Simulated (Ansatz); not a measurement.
# AlBH₆Si₂, SMILES [SiH3][Al]1[BH][SiH2]1: a rigid scan of one bond length

With Ansatz 0.2.0 through its Python package.

Notebook, run cell by cell (the value of a cell's last expression is shown):

**Cell 1**
```python
import ansatz as az
import numpy as np
```

**Cell 2**
```python
GEOMETRY = '''
Si   -1.53160    1.21680   -1.28390
Al    0.02650   -0.06070   -0.18550
B     0.62950   -1.96600    0.65130
Si    1.72350   -0.33560    1.21760
H    -2.18850    0.47130   -2.39790
H    -2.61980    1.68720   -0.34120
H    -0.90370    2.45790   -1.85300
H     0.51830   -3.11140    0.77480
H     1.39540   -0.01240    2.67580
H     3.03350   -0.39830    0.74500
'''
```

**Cell 3**
```python
geometry = az.Crystal.molecule()
for line in GEOMETRY.strip().splitlines():
    symbol, *xyz = line.split()
    geometry = geometry.atom(symbol, [float(v) for v in xyz])
```

**Cell 4**
```python
symbols = [site.symbol for site in geometry.cartesian_sites]
start = np.array([site.position_ang for site in geometry.cartesian_sites])
axis = (start[5] - start[0]) / np.linalg.norm(start[5] - start[0])
moving = [5]
lengths, energies = [1.29, 1.39, 1.51, 1.67, 1.89, 2.27, 2.73, 3.33], []
for length in lengths:
    xyz = start.copy()
    xyz[moving] += (length - np.linalg.norm(start[5] - start[0])) * axis
    point = az.Crystal.molecule()
    for symbol, place in zip(symbols, xyz):
        point = point.atom(symbol, place.tolist())
    setup = (
        point.calculation()
        .basis(gaussian='def2-SVP')
        .correlation('MP2')
    )
    report = setup.run(threads=1).report
    energies.append(report['free_energy_ev'])
    print(f'r = {length:6.3f} A  E = {energies[-1]:.5f} eV  <S^2> = {abs(report["mean_field"]["state"]["spin_squared"]):.3f}')
```
Output:
```text
r =  1.290 A  E = -23071.09572 eV  <S^2> = 0.000
r =  1.390 A  E = -23071.48665 eV  <S^2> = 0.000
r =  1.510 A  E = -23071.58859 eV  <S^2> = 0.000
r =  1.670 A  E = -23071.35769 eV  <S^2> = 0.000
r =  1.890 A  E = -23070.71980 eV  <S^2> = 0.000
r =  2.270 A  E = -23069.43639 eV  <S^2> = 0.000
r =  2.730 A  E = -23068.14300 eV  <S^2> = 0.000
r =  3.330 A  E = -23067.07402 eV  <S^2> = 0.000
```

**Cell 5**
```python
print('energy above the lowest point (eV):', [round(e - min(energies), 3) for e in energies])
```
Output:
```text
energy above the lowest point (eV): [0.493, 0.102, 0.0, 0.231, 0.869, 2.152, 3.446, 4.515]
```

Caveats:
- Total energies depend on the basis set; only differences at equal settings carry meaning.
- The rest of the molecule is held rigid at a force-field or estimated start geometry, and the basis set is modest; single-reference methods fail as a bond breaks.
- The orbitals are restricted, so S² is zero by construction.
- Toward dissociation an unrestricted state can lie under the restricted one, by tenths of an eV for polar bonds under a functional and by 1 to 2 eV or more for others.
- S² is that of the Hartree-Fock reference.
- The whole script took 26 s on 1 thread of Arm Neoverse V1, on a shared host, peak memory 0.29 GiB.
